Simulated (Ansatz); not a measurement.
Run this with Ansatz's Python interface and show what comes out.

The script, `vcrelax_cu.py`:
```python
from pathlib import Path
import json

import ansatz as az
import matplotlib.pyplot as plt
import numpy as np
from pymatgen.core import Lattice, Structure
from pymatgen.io.ase import AseAtomsAdaptor

def edges_and_angles(cell):
    cell = np.asarray(cell)
    a, b, c = np.linalg.norm(cell, axis=1)
    cosines = cell[1] @ cell[2] / (b * c), cell[0] @ cell[2] / (a * c), cell[0] @ cell[1] / (a * b)
    return (a, b, c, *np.degrees(np.arccos(cosines)))

pmg_structure = Structure(
    Lattice([(11.57025, 0.0, 0.0), (0.0, 2.23821, 0.0), (-4.59562, 0.0, 21.74339)]),
    ["Cu"],
    [
        (0.5, 0.5, 0.5),
    ],
)
structure = az.Crystal.from_ase(AseAtomsAdaptor.get_atoms(pmg_structure))

job = (
    structure.calculation()
    .functional("lda")
    .pseudopotentials("paw")
    .basis(510)
    .kpoints(3, 13, 2)
    .occupations("methfessel_paxton")
    .relax(force_tolerance=0.02, cell=True)
    .potential_components()
    .band_table()
)
res = job.run(events_out="cu.ndjson")
with open("cu.ndjson") as stream:
    events = [json.loads(line) for line in stream]
steps = [e["data"] for e in events if e["event"] == "relax_step"]
summary = res.report
for s in steps:
    flag = "" if s["accepted"] else "  (rejected)"
    print("step %2d  E = %.5f eV  largest force component = %.4f eV/A%s" % (s["step"], s["lagrangian_ev"], s["allowed_force_max_ev_ang"], flag))

first, last = steps[0], steps[-1]
symbols = [site.symbol for site in res.lattice.sites]
print(f"energy gained {first['lagrangian_ev'] - last['lagrangian_ev']:.4f} eV in {len(steps) - 1} steps")
for label, vectors in (("before", first["cell_ang"]), ("after", res.lattice.cell_ang)):
    print(label, "a b c (A) {:.4f} {:.4f} {:.4f}  angles {:.2f} {:.2f} {:.2f}".format(*edges_and_angles(vectors)), f" V = {abs(np.linalg.det(vectors)):.3f} A^3")
print("final stress xx yy zz (GPa, compression positive):", np.round(np.diag(summary["stress_gpa"]), 3) + 0.0)

fig, (top, bottom) = plt.subplots(2, 1, sharex=True, figsize=(4.5, 4))
top.plot([s["lagrangian_ev"] - last["lagrangian_ev"] for s in steps], "o-")
top.set_ylabel("E - E(final) (eV)")
bottom.semilogy([max(s["allowed_force_max_ev_ang"], 1e-6) for s in steps], "s-")
bottom.set(xlabel="step", ylabel="largest force (eV/A)")
fig.tight_layout()
fig.savefig("relax.png", dpi=100)

print("atom   start x y z (A)              end x y z (A)")
for symbol, a, b in zip(symbols, first["positions_ang"], last["positions_ang"]):
    print(f"{symbol:3s}", " ".join(f"{v:8.4f}" for v in a), "  ", " ".join(f"{v:8.4f}" for v in b))

print("relaxed fractional positions")
for site in res.lattice.sites:
    print(f"  {site.symbol:2s}", " ".join(f"{v % 1:8.5f}" for v in np.round(site.position_frac, 5)))

n_atoms = len(summary["lattice"]["sites"])
print("F =", round(summary["free_energy_ev"], 4), "eV for", n_atoms, "atoms")
print("E(sigma -> 0) =", round(summary["energy_sigma0_ev"], 4), "eV, TS =", round(summary["entropy_ts_ev"], 5), "eV")
print("closed by", summary["closed_by"], "after", summary["n_iterations"], "iterations")

folder = Path(res.write_results("parts"))
text = (folder / "v_comp_z.tsv").read_text().splitlines()
rows = np.array([line.split() for line in text if not line.startswith("#")], dtype=float)
print(text[0])
print(np.array2string(rows[:: max(len(rows) // 12, 1)], precision=3, suppress_small=True))

table = np.array(summary["eigenvalues_ev"]) - summary["fermi_energy_ev"]
filling = np.array(summary["occupations"])
weights = np.tile(summary["kweights"], len(table) // len(summary["kweights"]))
print("band   lowest  highest (eV from E_F)  electrons")
for band in range(table.shape[1]):
    if table[:, band].max() > -10:
        print(f"{band + 1:4d} {table[:, band].min():8.3f} {table[:, band].max():8.3f} {weights @ filling[:, band]:18.4f}")
print("electrons counted from the table:", round(float(weights @ filling.sum(axis=1)), 5))
```

```console
$ python vcrelax_cu.py
RunWarning: The output density's exchange-correlation potential varies sharply where the density is thin. Do not read a vacuum level from v_tot or v_xc, or from such a field of the output density. On [...]
step  1  E = -6553.10902 eV  largest force component = 0.0000 eV/A
step  2  E = -6553.11025 eV  largest force component = 0.0000 eV/A
step  3  E = -6553.11199 eV  largest force component = 0.0000 eV/A
step  4  E = -6553.11196 eV  largest force component = 0.0000 eV/A
energy gained 0.0029 eV in 3 steps
before a b c (A) 11.5702 2.2382 22.2237  angles 90.00 101.93 90.00  V = 563.081 A^3
after a b c (A) 11.5703 2.2082 22.2238  angles 90.00 101.93 90.00  V = 555.529 A^3
final stress xx yy zz (GPa, compression positive): [0.    0.007 0.   ]
atom   start x y z (A)              end x y z (A)
Cu    3.4873   1.1191  10.8717      3.4873   1.1041  10.8717
relaxed fractional positions
  Cu  0.50000  0.50000  0.50000
F = -6553.112 eV for 1 atoms
E(sigma -> 0) = -6553.1117 eV, TS = 0.00098 eV
closed by deck_thresholds after 6 iterations
# z_ang	v_loc[eV]	v_h[eV]	v_xc_of_output_density[eV]	v_h_of_output_density[eV]
[[   0.     121.914 -121.449   -0.035 -121.449]
 [   1.852  111.755 -111.29    -0.037 -111.29 ]
 [   3.704   81.276  -80.811   -0.041  -80.811]
 [   5.556   30.479  -30.013   -0.099  -30.013]
 [   7.408  -40.638   41.103   -0.445   41.103]
 [   9.26  -132.074  132.461   -1.714  132.461]
 [  11.112 -230.443  226.013   -4.519  226.013]
 [  12.964 -132.074  132.461   -1.714  132.461]
 [  14.816  -40.638   41.103   -0.445   41.103]
 [  16.668   30.479  -30.013   -0.099  -30.013]
 [  18.52    81.276  -80.811   -0.041  -80.811]
 [  20.372  111.755 -111.29    -0.037 -111.29 ]]
band   lowest  highest (eV from E_F)  electrons
   5   -3.694   -1.509             2.0000
   6   -1.983   -0.870             2.0000
   7   -1.089   -0.518             2.0000
   8   -0.969   -0.518             2.0000
   9   -0.767   -0.026             1.9653
  10   -0.619    3.991             1.0347
  11    2.963    8.165             0.0000
  12    2.966    9.890             0.0000
  13    5.380    9.897             0.0000
  14    5.652   12.095             0.0000
electrons counted from the table: 19.0
```
(Warnings from the package without file and line, shortened.)

Notes:
- Absolute energies stand on the zero of these potentials, so only differences at equal settings mean something. A total without «per atom» is that of the cell as typed.
- The cell holds an odd number of electrons and is run without spin, so a magnetic state may lie lower.
- The cell holds layers, chains or clusters in vacuum, no bulk phase; its stress is averaged over the vacuum too and scales with the cell's height.
- The computed bands are complete only to about 5.7 eV above the Fermi level.
- Energies along a relaxation are free energies. Rows at an unchanged volume are solved on a plane-wave basis chosen afresh for that cell, so the energy jumps there and such rows are no steps of the walk.
- The structure is layered, and without a dispersion term the spacing of the layers is poorly determined.
- Points of the mesh across the vacuum add cost only.
- This isn't the structure that Cu takes at ambient conditions.
- Levels are Kohn-Sham eigenvalues on this mesh.
- Hardware and time: 86 s on 1 thread of Intel(R) Xeon(R) Processor @ 2.30GHz (shared host), peak memory 1 GiB.
